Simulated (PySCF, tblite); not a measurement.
# C5H12GeO2: geometry, infrared bands, NMR shifts and electronic excitations

What infrared bands, NMR shifts and electronic excitations should C5H12GeO2 (`CC[C@@H]1C[O][Ge@@H]([CH3])[O]1`) show?

The runs use tblite 0.8.0 and PySCF 2.14.0, with density-fitted response routines of our own; the level of theory stands in each step. All values are computed, except where a source is named. Atoms are numbered from 0 throughout.

### Step 1. The molecule as given

20 atoms, charge 0, multiplicity 1; geometry from: force field or distance geometry start.

Bonds of the start (Å): C0–C1 1.48, C1–C2 1.51, C2–C3 1.46, C3–O4 1.36, O4–Ge5 1.78, Ge5–C6 1.93, Ge5–O7 1.79, O7–C2 1.40, C0–H8 1.10, C0–H9 1.13, C0–H10 1.12, C1–H11 1.12, C1–H12 1.11, C2–H13 1.11, C3–H14 1.12, C3–H15 1.12, Ge5–H16 1.53, C6–H17 1.11, C6–H18 1.12, C6–H19 1.11.

### Step 2. Relaxing the molecule with GFN2-xTB

Job settings and geometry (Å):

```
{"job": {"kind": "relax", "xc": "GFN2-xTB", "basis": "xTB"}, "charge": 0, "multiplicity": 1}
C     -2.787000     0.211300     0.055300
C     -1.523900     0.083200    -0.705000
C     -0.487200    -0.853500    -0.137100
C      0.017700    -0.566100     1.200600
O      0.910000     0.463000     1.229200
Ge     1.431600     0.593700    -0.465300
C      3.322000     0.337000    -0.749800
O      0.570400    -0.856500    -1.053800
H     -2.730900     0.703000     1.036700
H     -3.471300     0.859500    -0.573900
H     -3.303000    -0.777300     0.087300
H     -1.022900     1.075800    -0.831200
H     -1.804900    -0.321500    -1.701300
H     -0.908200    -1.881000    -0.165000
H     -0.788000    -0.335600     1.946800
H      0.518300    -1.492600     1.595900
H      0.891300     1.912000    -1.035000
H      3.531000     0.563000    -1.811100
H      3.663200    -0.718900    -0.596800
H      3.966600     1.012300    -0.148900
```

Run with:

```console
> OMP_NUM_THREADS=1 python probes_run.py task.json out
```

One launch serves the whole session: the jobs run in the order shown.

**Question.** This job is followed by: GFN2-xTB harmonic vibrations, gas phase; PBE0-D3(BJ)/def2-SVP geometry optimisation, gas phase; GIAO PBE0/pcSseg-1 NMR shielding, non-relativistic, gas phase; TDDFT B3LYP/def2-SVPD, vertical, gas phase, core orbitals frozen in the response; GIAO KT3/pcSseg-1 NMR shielding, non-relativistic, gas phase. What will the session give for the following? strongest single infrared mode (GFN2-xTB); zero-point energy (GFN2-xTB); point group; rotational constants (main isotopes); ¹³C shifts against TMS (PBE0/pcSseg-1); ¹H shifts against TMS (PBE0/pcSseg-1, means over atoms taken as alike); ¹⁷O shifts against H2O (PBE0/pcSseg-1); ⁷³Ge shifts against GeMe4 (PBE0/pcSseg-1); surface potential, 1st and 99th percentile; lowest singlet (B3LYP/def2-SVPD); brightest single state of those computed; lowest triplet; vertical ionisation energy (ΔSCF); range of the shift of Ge5.

The runs gave:

```
                                                              quantity                                               value
                             strongest single infrared mode (GFN2-xTB)                               1828 cm⁻¹, 412 km/mol
                                          zero-point energy (GFN2-xTB)                                      100.7 kcal/mol
                                                           point group                                                  C1
                                  rotational constants (main isotopes)                                3.72, 0.87, 0.82 GHz
                                ¹³C shifts against TMS (PBE0/pcSseg-1)                     80.2, 67.6, 28.9, 12.2, 1.0 ppm
¹H shifts against TMS (PBE0/pcSseg-1, means over atoms taken as alike)  5.83, 3.91, 3.64, 3.61, 1.33, 1.28, 0.80, 0.51 ppm
                                ¹⁷O shifts against H2O (PBE0/pcSseg-1)                                      74.6, 29.2 ppm
                             ⁷³Ge shifts against GeMe4 (PBE0/pcSseg-1)                                             115 ppm
                                 surface potential, 1st and 99th percentile                                  -1.59 V and 1.37 V
                                      lowest singlet (B3LYP/def2-SVPD)                         6.51 eV (191 nm), f = 0.005
                              brightest single state of those computed                         state 7, 7.29 eV, f = 0.078
                                                        lowest triplet                                             6.25 eV
                                     vertical ionisation energy (ΔSCF)                                             9.35 eV
                                             range of the shift of Ge5                                       96 to 115 ppm
```

**Reading.** Over 125 steps the energy fell by 0.780 eV; of the close pairs, C2–C3 changed most, 1.458 to 1.541 Å (GFN2-xTB). No mode is imaginary among the 54: a minimum at this level. The strongest single mode, at 1828 cm⁻¹, moves mainly H16. GFN2-xTB is a fitted tight-binding method: band positions and strengths are rough. Its intensities can rank the bands wrongly. The optimisation took 8 steps and gained 0.186 eV; among the close pairs (by a distance rule), Ge5–C6 changed most, from 1.993 to 1.932 Å (PBE0/def2-SVP). C2 (sp3 CH bonded to O) lies farthest downfield among carbon, at 80.2 ppm; deshielded by the electronegative neighbour. At PBE0/pcSseg-1: Shielding is most anisotropic at Ge5 (span 178 ppm, paramagnetic term -1544 ppm). The lowest singlet, at 6.51 eV, is HOMO→LUMO 0.89 and is weak; of the 10 states computed, the strongest absorption comes from state 7 at 7.29 eV. The lowest triplet lies 0.26 eV below the lowest singlet (triplets in Tamm-Dancoff, singlets in full TDDFT). The orbital energy would give 7.30 eV for ionisation, ΔSCF gives 9.35 eV. In ppm, Ge5 moves most: its shift spreads over 20 ppm, from 96 (KT3/pcSseg-1) to 115 (PBE0/pcSseg-1). Part of that comes from the computed reference. Spin-orbit coupling is left out, which matters for shieldings and couplings at and beside the heavy atoms.
